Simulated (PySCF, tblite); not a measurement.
# C₇H₁₄F₂Si: geometry, infrared bands and NMR shifts

What infrared bands and NMR shifts should C₇H₁₄F₂Si (`C=C[SiH2]C(F)(F)C(C)(C)C`) show?

The runs use tblite 0.8.0 and PySCF 2.14.0, with density-fitted response routines of our own; the level of theory stands in each step. All values are computed, except where a source is named. Atoms count from 0, in the outputs and in this text.

### 1 Starting geometry

24 atoms, charge 0, multiplicity 1; geometry from: force field or distance geometry start.

Bonds of the start (Å): C0–C1 1.30, C1–Si2 1.83, Si2–C3 1.84, C3–F4 1.41, C3–F5 1.38, C3–C6 1.48, C6–C7 1.53, C6–C8 1.49, C6–C9 1.52, C0–H10 1.09, C0–H11 1.09, C1–H12 1.10, Si2–H13 1.47, Si2–H14 1.47, C7–H15 1.10, C7–H16 1.11, C7–H17 1.13, C8–H18 1.11, C8–H19 1.12, C8–H20 1.10, C9–H21 1.10, C9–H22 1.11, C9–H23 1.13.

### 2 Optimising the geometry with GFN2-xTB

The job: settings as JSON, then the geometry in Å.

```
{"job": {"kind": "relax", "xc": "GFN2-xTB", "basis": "xTB"}, "charge": 0, "multiplicity": 1}
C      3.089400     0.768300     0.096800
C      2.927800    -0.497300    -0.174400
Si     1.317600    -1.362100    -0.316400
C     -0.008800    -0.698600     0.770200
F     -0.597000    -1.792800     1.442700
F      0.556100     0.061900     1.767100
C     -1.081700     0.100400     0.138100
C     -2.030800     0.518200     1.263700
C     -1.877000    -0.600800    -0.911800
C     -0.537200     1.413800    -0.389800
H      2.288900     1.483600     0.255600
H      4.106700     1.150800     0.164400
H      3.835600    -1.108900    -0.293900
H      0.991000    -1.358300    -1.754000
H      1.558300    -2.758700     0.081600
H     -1.538800     1.135200     2.034500
H     -2.470500    -0.354400     1.790500
H     -2.893600     1.068900     0.784400
H     -1.360100    -0.606800    -1.898000
H     -2.825100    -0.023800    -1.056300
H     -2.106700    -1.646500    -0.655100
H     -0.047600     2.012700     0.390300
H      0.131900     1.157000    -1.236100
H     -1.440000     1.958000    -0.786100
```

Started as:

```console
> OMP_NUM_THREADS=1 python probes_run.py task.json out
```

The driver reads the jobs from task.json and runs them one after another.

**Question.** This job is followed by: GFN2-xTB harmonic vibrations, gas phase; GIAO PBE0/pcSseg-1 NMR shielding, non-relativistic, gas phase. Predict these results of the whole session: strongest single infrared mode (GFN2-xTB); zero-point energy (GFN2-xTB); ¹³C shifts against TMS (PBE0/pcSseg-1, means over atoms taken as alike); ¹H shifts against TMS (PBE0/pcSseg-1, means over atoms taken as alike); ²⁹Si shifts against TMS (PBE0/pcSseg-1); ¹⁹F shifts against CFCl3 (PBE0/pcSseg-1, means over atoms taken as alike).

As calculated:

| quantity | value |
| --- | --- |
| strongest single infrared mode (GFN2-xTB) | 2257 cm⁻¹, 340 km/mol |
| zero-point energy (GFN2-xTB) | 119.0 kcal/mol |
| ¹³C shifts against TMS (PBE0/pcSseg-1, means over atoms taken as alike) | 149.6, 138.7, 135.4, 42.8, 27.1 ppm |
| ¹H shifts against TMS (PBE0/pcSseg-1, means over atoms taken as alike) | 6.75, 6.72, 6.45, 4.51, 1.08 ppm |
| ²⁹Si shifts against TMS (PBE0/pcSseg-1) | -61.5 ppm |
| ¹⁹F shifts against CFCl3 (PBE0/pcSseg-1, means over atoms taken as alike) | -133.1 ppm |

What this shows: Relaxing lowered the energy by 0.649 eV in 193 steps; the close pair that moved most is Si2–C3, from 1.839 to 1.947 Å. All 66 modes are real, so the xTB geometry is a minimum. The strongest single mode, at 2257 cm⁻¹, moves mainly H13. GFN2-xTB is a fitted tight-binding method: band positions and strengths are rough. Its intensities can rank the bands wrongly. The most deshielded carbon is C0 (terminal =CH2 carbon), at 149.6 ppm: the olefinic region. At PBE0/pcSseg-1: Shielding is most anisotropic at C0 (span 262 ppm, paramagnetic term -217 ppm).
